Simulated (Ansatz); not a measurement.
# InGaAg2Te4: the cost of one run

Computed with Ansatz 0.2.0 (DFT PBEsol, scalar-relativistic, plane waves, PAW, unless a step's input says otherwise).

## 1. The system as given

Symmetry: I-4, No. 82, tetragonal system. Conventional cell: a = 6.503 Å, b = 6.503 Å, c = 12.625 Å, α = 90.00°, β = 90.00°, γ = 90.00°. Around In (site symmetry -4) lie 4 Te at 2.84 Å. Ga (site symmetry -4) has 4 Te at 2.68 Å as nearest neighbours. Ag (site symmetry -4) has 4 Te at 2.82 Å as nearest neighbours. Ag (site symmetry -4) is surrounded by 4 Te at 2.81 Å. Te (site symmetry 1) is surrounded by 1 Ga at 2.68 Å and 2 Ag at 2.81 to 2.82 Å and 1 In at 2.84 Å.

As a file:

```
In Ga Ag Te
1.0
    -3.25162    3.25162    6.31246
     3.25162   -3.25162    6.31246
     3.25162    3.25162   -6.31246
In Ga Ag Te
1 1 2 4
Cartesian
  0.0000 0.0000 6.3125
  0.0000 3.2516 3.1562
  3.2516 0.0000 3.1562
  0.0000 0.0000 0.0000
  1.5812 1.7009 4.6695
  1.6705 1.5508 -1.6429
  1.5508 4.8328 1.6429
  1.7009 -1.5812 7.9554
```

Source of the structure: the Materials Project (structure only).

## 2. Probe: one point at the start

Contents of input.yaml:

```yaml
crystal:
  lattice:
    - [-3.2516235, 3.2516235, 6.312461]
    - [3.2516235, -3.2516235, 6.312461]
    - [3.2516235, 3.2516235, -6.312461]
  atoms:
    - { symbol: In, position: [0.5, 0.5, 0.0] }
    - { symbol: Ga, position: [0.75, 0.25, 0.5] }
    - { symbol: Ag, position: [0.25, 0.75, 0.5] }
    - { symbol: Ag, position: [0.0, 0.0, 0.0] }
    - { symbol: Te, position: [0.631408, 0.613, 0.504673] }
    - { symbol: Te, position: [0.108327, 0.126735, 0.495327] }
    - { symbol: Te, position: [0.873265, 0.368592, 0.981592] }
    - { symbol: Te, position: [0.387, 0.891673, 0.018408] }
basis:
  ecutwfc: 420
kpoints:
  mp_grid: { grid: [4, 4, 4] }
hamiltonian:
  xc: pbesol
scf:
  occupations: { method: gaussian, width: 0.1 }
output:
  forces: true
  stress: true
  eigenvalues: true
```

Launch:

```bash
ansatz run input.yaml --threads 4 --pin off --max-ram 5120MiB --backend cpu --events-out ev --progress --plain --runs-dir out
```

**Question.** How long does this run take on 4 threads of an x86-64 CPU, shared host, and how much memory does it need?

About 3.3 s, with a peak of 0.96 GiB.
